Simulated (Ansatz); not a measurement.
# HfO2: the cost of one run

Method: DFT r2SCAN, scalar-relativistic, plane waves, PAW, in Ansatz 0.2.0.

**1. The structure to begin with**

The structure is cubic, space group Fm-3m (No. 225). Conventional cell: a = 5.115 Å, b = 5.115 Å, c = 5.115 Å, α = 90.00°, β = 90.00°, γ = 90.00°. Hf (site symmetry m-3m) is surrounded by 8 O at 2.21 Å. O (site symmetry -43m) is surrounded by 4 Hf at 2.21 Å.

Coordinates:

```xyz
3
Lattice="0.0000 2.5575 2.5575 2.5575 0.0000 2.5575 2.5575 2.5575 0.0000" Properties=species:S:1:pos:R:3 pbc="T T T"
Hf    0.0000    0.0000    0.0000
O     1.2788    1.2788    1.2788
O     3.8363    3.8363    3.8363
```

The cell is taken as given, not relaxed at this level.

**2. Zero of the scan**

Input file input.yaml:

```yaml
crystal:
  lattice:
    - [0.0, 2.5575, 2.5575]
    - [2.5575, 0.0, 2.5575]
    - [2.5575, 2.5575, 0.0]
  atoms:
    - { symbol: Hf, position: [0.0, 0.0, 0.0] }
    - { symbol: O, position: [0.25, 0.25, 0.25] }
    - { symbol: O, position: [0.75, 0.75, 0.75] }
basis:
  ecutwfc: 500
kpoints:
  mp_grid: { grid: [8, 8, 8] }
hamiltonian:
  xc: r2scan
scf:
  occupations: { method: gaussian, width: 0.05 }
output:
  forces: true
  stress: true
  eigenvalues: true
  write_density: true
  write_potential: true
  elf: true
  volumetric_format: npy
```

The run is started by

```sh
> ansatz run input.yaml --threads 1 --pin off --max-ram 2560MiB --backend cpu --events-out ev --progress --plain --runs-dir out
```

Q: Estimate wall time and peak memory on 1 thread of Arm Neoverse V1, shared host.

About 4.6 s, with a peak of 0.39 GiB.
